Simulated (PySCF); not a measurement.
# AsHO2: changing the method

Starting from one script, swap the method and compare what comes out for AsHO2.

Program: PySCF 2.14.0. Level of theory: method and basis as typed in the scripts. These are calculated values, not measurements.

1 further run of the same task is left out (it didn't finish). Runs told in other sessions of the task aren't counted.

## (1) The system as given

AsHO2: 4 atoms, charge 0, spin multiplicity 1.

Bond lengths: As1–O2 1.604 Å, As1–O3 1.604 Å, As1–H4 1.517 Å. Angles: O2–As1–O3 132.6°, O2–As1–H4 113.7°, O3–As1–H4 113.7°.

## (2) Base script

The input, input.py:

```python
from pyscf import gto, scf, mp

mol = gto.M(
    atom='As 0.1768 0 0; O -0.4674 1.4685 0; O -0.4674 -1.4685 0; H 1.694 0 0',
    basis='def2-svp',
    charge=0,
    spin=0,
    symmetry=True,
    verbose=4,
)
mf = scf.RHF(mol)
mf.kernel()
mp.MP2(mf, frozen=11).kernel()
mf.dip_moment()
print('orbital energies (hartree):', mf.mo_energy[..., max(0, mol.nelec[1]-3):mol.nelec[0]+3].round(4))
```

On the command line:

```
> OMP_NUM_THREADS=1 python input.py
```

## (3) Frozen orbitals 12

Run 1 changes frozen orbitals: 11 → 12.

input.py, as its differences from that of step 2:

```diff
@@ -12,3 +12,3 @@
 mf.kernel()
-mp.MP2(mf, frozen=11).kernel()
+mp.MP2(mf, frozen=12).kernel()
 mf.dip_moment()
```

## (4) Stability test

Run 2 changes step after the SCF: mp2 → stability; point-group symmetry: on → off.

input.py, as its differences from that of step 2:

```diff
@@ -1,2 +1,2 @@
-from pyscf import gto, scf, mp
+from pyscf import gto, scf
 
@@ -7,3 +7,2 @@
     spin=0,
-    symmetry=True,
     verbose=4,
@@ -12,3 +11,3 @@
 mf.kernel()
-mp.MP2(mf, frozen=11).kernel()
+mf.stability(internal=True, external=True)
 mf.dip_moment()
```

## (5) CASSCF

Run 3 changes step after the SCF: mp2 → casscf; active space: none → 10 electrons in 8 orbitals.

input.py, as its differences from that of step 2:

```diff
@@ -1,2 +1,2 @@
-from pyscf import gto, scf, mp
+from pyscf import gto, scf, mcscf
 
@@ -12,3 +12,5 @@
 mf.kernel()
-mp.MP2(mf, frozen=11).kernel()
+mc = mcscf.CASSCF(mf, 8, 10)
+mc.kernel()
+mc.analyze()
 mf.dip_moment()
```

**Question.** What will these runs give? Wanted: for each run, E(SCF); from base; gap; SCF dipole; after the SCF.

The runs gave:

```tsv
run	E(SCF) (hartree)	from base (eV)	cycles	gap (eV)	SCF dipole (D)	after the SCF
base	-2383.994445	0	10	13.58	3.68	MP2 correlation -17.197 eV, core frozen
frozen orbitals 12	-2383.994445	0.0000	10	13.58	3.68	MP2 correlation -16.033 eV, core frozen
stability test	-2383.994445	0.0000	10	13.58	3.68	stable
CASSCF	-2383.994445	0.0000	10	13.58	3.68	CASSCF correlation -2.734 eV
```

The dearest run is “CASSCF”, at 17 s against 2 s.
